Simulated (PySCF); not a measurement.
# Si: excitation energy in aug-cc-pV(5+d)Z

Wanted: the excitation energy of silicon, up a ladder of methods.

Method: unrestricted determinants in a Gaussian basis, no spin-orbit coupling in the energies. Code: PySCF 2.14.0.

### Step 1. What is computed

* Element: silicon (Z = 14)
* Basis: aug-cc-pV(5+d)Z (8s7p6d4f3g2h, 136 functions)
* Hamiltonian: no relativity, point nucleus
* State 1: Si: [Ne] 3s2 3p1 4s1, high-spin 3P determinant (an excited configuration)
* Needed too, but not shown: Si [Ne] 3s2 3p2 (3P)
* Methods: UHF, LDA, PBE, PBE0, r2SCAN, CAM-B3LYP, MP2
* Core shells frozen in the correlated runs: valence: [Ne] (for Si)

Outer shells as boxes (Hund's rule):

Si [Ne] 3s2 3p1 4s1
```
[Ne] core
3s [↑↓]
3p [↑ ][  ][  ]
4s [↑ ]
```

One driver process ran all states and methods and kept the integrals in memory. Each run is shown as the PySCF script that is equivalent to it; the logs are those of the runs themselves. The driver starts from symmetry-adapted Hartree-Fock orbitals, holds the occupation by maximum overlap and uses a logarithmic radial grid for functionals, so a plain start would take other cycles.

The integrals over 136 functions and the set-up took 11 s of CPU time.

### Step 2. Si [Ne] 3s2 3p1 4s1: the ladder of methods

#### UHF

Input file input.py:

```python
from pyscf import gto, scf, dft, mp, cc
import basis_set_exchange as bse
mol = gto.M(atom="Si 0 0 0", charge=0, spin=2, symmetry="D2h",
            basis=gto.basis.parse(bse.get_basis("aug-cc-pV(5+d)Z", elements=["Si"], fmt="nwchem")))
mf = scf.UHF(mol)
mf.irrep_nelec = {'Ag': (4, 3), 'B1u': (1, 1), 'B2u': (2, 1), 'B3u': (1, 1)}
mf.kernel()
```

#### LDA

Changes to input.py:

```diff
@@ -4,3 +4,3 @@
             basis=gto.basis.parse(bse.get_basis("aug-cc-pV(5+d)Z", elements=["Si"], fmt="nwchem")))
-mf = scf.UHF(mol)
+mf = dft.UKS(mol, xc="LDA,VWN")
 mf.irrep_nelec = {'Ag': (4, 3), 'B1u': (1, 1), 'B2u': (2, 1), 'B3u': (1, 1)}
```

#### PBE

Changes to input.py:

```diff
@@ -4,3 +4,3 @@
             basis=gto.basis.parse(bse.get_basis("aug-cc-pV(5+d)Z", elements=["Si"], fmt="nwchem")))
-mf = dft.UKS(mol, xc="LDA,VWN")
+mf = dft.UKS(mol, xc="PBE")
 mf.irrep_nelec = {'Ag': (4, 3), 'B1u': (1, 1), 'B2u': (2, 1), 'B3u': (1, 1)}
```

#### PBE0

Changes to input.py:

```diff
@@ -4,3 +4,3 @@
             basis=gto.basis.parse(bse.get_basis("aug-cc-pV(5+d)Z", elements=["Si"], fmt="nwchem")))
-mf = dft.UKS(mol, xc="PBE")
+mf = dft.UKS(mol, xc="PBE0")
 mf.irrep_nelec = {'Ag': (4, 3), 'B1u': (1, 1), 'B2u': (2, 1), 'B3u': (1, 1)}
```

#### r2SCAN

Changes to input.py:

```diff
@@ -4,3 +4,3 @@
             basis=gto.basis.parse(bse.get_basis("aug-cc-pV(5+d)Z", elements=["Si"], fmt="nwchem")))
-mf = dft.UKS(mol, xc="PBE0")
+mf = dft.UKS(mol, xc="R2SCAN")
 mf.irrep_nelec = {'Ag': (4, 3), 'B1u': (1, 1), 'B2u': (2, 1), 'B3u': (1, 1)}
```

#### CAM-B3LYP

Changes to input.py:

```diff
@@ -4,3 +4,3 @@
             basis=gto.basis.parse(bse.get_basis("aug-cc-pV(5+d)Z", elements=["Si"], fmt="nwchem")))
-mf = dft.UKS(mol, xc="R2SCAN")
+mf = dft.UKS(mol, xc="CAMB3LYP")
 mf.irrep_nelec = {'Ag': (4, 3), 'B1u': (1, 1), 'B2u': (2, 1), 'B3u': (1, 1)}
```

#### MP2 (valence)

Changes to input.py:

```diff
@@ -4,4 +4,5 @@
             basis=gto.basis.parse(bse.get_basis("aug-cc-pV(5+d)Z", elements=["Si"], fmt="nwchem")))
-mf = dft.UKS(mol, xc="CAMB3LYP")
+mf = scf.UHF(mol)
 mf.irrep_nelec = {'Ag': (4, 3), 'B1u': (1, 1), 'B2u': (2, 1), 'B3u': (1, 1)}
 mf.kernel()
+mp.UMP2(mf, frozen=5).kernel()
```

Q: Predict the outcome of this session.

**Answer**, as computed:

```
                                quantity                              value
excitation energy, Si → [Ne] 3s2 3p1 4s1  UHF 4.730, MP2 (valence) 4.981 eV
```

What this shows: The methods span 0.433 eV, from UHF (4.730) to r2SCAN (5.163). No reference value is at hand in this session. All values hold for this basis alone; no basis-set limit was taken.
